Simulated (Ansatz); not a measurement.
Geometry optimisation, DFT PBEsol, scalar-relativistic, plane waves, PAW (Ansatz 0.2.0).

Input file:

```yaml
crystal:
  lattice:
    - [5.048742, 0.0, 0.0]
    - [2.524371, 4.372339, 0.0]
    - [0.0, 0.0, 17.776426]
  atoms:
    - { symbol: H, position: [0.16666668, 0.16666667, 0.05625428] }
    - { symbol: H, position: [0.66666673, 0.16666667, 0.05625428] }
    - { symbol: H, position: [0.16666669, 0.6666667, 0.05625428] }
    - { symbol: H, position: [0.66666673, 0.6666667, 0.05625428] }
    - { symbol: C, position: [0.16666668, 0.16666667, 0.11813398] }
    - { symbol: C, position: [0.66666673, 0.16666667, 0.11813398] }
    - { symbol: C, position: [0.16666669, 0.6666667, 0.11813398] }
    - { symbol: C, position: [0.66666673, 0.6666667, 0.11813398] }
    - { symbol: C, position: [-0.16666667, 0.33333335, 0.14712097] }
    - { symbol: C, position: [0.33333337, 0.33333335, 0.14712097] }
    - { symbol: C, position: [-0.16666666, 0.83333337, 0.14712097] }
    - { symbol: C, position: [0.33333338, 0.83333337, 0.14712097] }
    - { symbol: C, position: [-0.16666667, 0.33333335, 0.23408195] }
    - { symbol: C, position: [0.33333337, 0.33333335, 0.23408195] }
    - { symbol: C, position: [-0.16666666, 0.83333337, 0.23408195] }
    - { symbol: C, position: [0.33333338, 0.83333337, 0.23408195] }
    - { symbol: C, position: [0.0, 0.0, 0.26306894] }
    - { symbol: C, position: [0.50000004, 0.0, 0.26306894] }
    - { symbol: C, position: [1.0e-08, 0.50000002, 0.26306894] }
    - { symbol: C, position: [0.50000005, 0.50000002, 0.26306894] }
    - { symbol: H, position: [0.50000004, 0.0, 0.32494865] }
    - { symbol: H, position: [1.0e-08, 0.50000002, 0.32494865] }
    - { symbol: H, position: [0.50000005, 0.50000002, 0.32494865] }
    - { symbol: H, position: [1.25694639, 0.50814771, 0.30750982] }
basis:
  ecutwfc: 420.0
kpoints:
  mp_grid: { grid: [3, 3, 1] }
hamiltonian:
  xc: pbesol
  pseudopotentials: { kind: paw, azcp: { folder: soft_1 } }
scf:
  occupations: { method: gaussian, width: 0.05 }
  lower_state_search: "off"
relax:
  f_tol: 0.03
  max_steps: 60
  adjacent_minimum: "off"
  constraints: [{ sites: [0, 1, 2, 3, 4, 5, 6, 7, 8, 9, 10, 11] }]
output:
  write_density: true
  write_potential: true
  elf: true
  volumetric_format: npy
```

Command:

```bash
$ ansatz run input.yaml --threads 1 --pin off --max-ram 3072MiB --backend cpu --events-out ev --progress --plain --runs-dir out
```

Task: Where does it end, and by what steps?

Result: The forces met the threshold. The force dipped under the threshold on the way, but the program's further checks kept it going. Limits of this set-up: thin slab, slab without dipole correction, open-shell adsorbate without spin, PAW files made for another functional, a typed lattice constant that wasn't relaxed here. After 13 steps the energy has fallen by 5.992 eV; H24 moved furthest, 2.17 Å. Joined: C17–H24 (2.29 → 1.11 Å).

```tsv
step	energy less start (eV)	largest force component (eV/Å)	accepted
0	0.0000	2.281	yes
1	-0.4154	1.111	yes
2	-0.7918	1.825	yes
3	-1.3084	2.574	yes
4	-1.9489	3.230	yes
5	-2.6883	3.747	yes
6	-3.5177	3.998	yes
7	-4.3610	3.653	yes
8	-5.0282	2.218	yes
9	-5.4831	1.647	yes
10	-5.7992	1.037	yes
11	-5.9651	0.400	yes
12	-5.9915	0.009	yes
13	-5.9915	0.011	yes
```

```xyz
24
Lattice="5.0487 0.0000 0.0000 2.5244 4.3723 0.0000 0.0000 0.0000 17.7764" Properties=species:S:1:pos:R:3
H 1.262 0.729 1.000
H 3.787 0.729 1.000
H 2.524 2.915 1.000
H 5.049 2.915 1.000
C 1.262 0.729 2.100
C 3.787 0.729 2.100
C 2.524 2.915 2.100
C 5.049 2.915 2.100
C 0.000 1.457 2.615
C 2.524 1.457 2.615
C 1.262 3.644 2.615
C 3.787 3.644 2.615
C 0.000 1.457 4.159
C 2.524 1.457 4.158
C 1.262 3.643 4.158
C 3.787 3.643 4.158
C 0.000 -0.001 4.642
C 2.524 0.000 4.642
C 1.262 2.186 4.642
C 3.787 2.186 4.642
H 2.524 0.000 5.755
H 1.262 2.186 5.755
H 3.787 2.186 5.755
H 7.573 4.369 5.755
```

Whether the end is a true minimum wasn't checked by a vibrational analysis.

Time of the run: 2.4 min on 1 thread of Intel(R) Xeon(R) Processor @ 2.70GHz (shared host), peak memory 0.56 GiB.
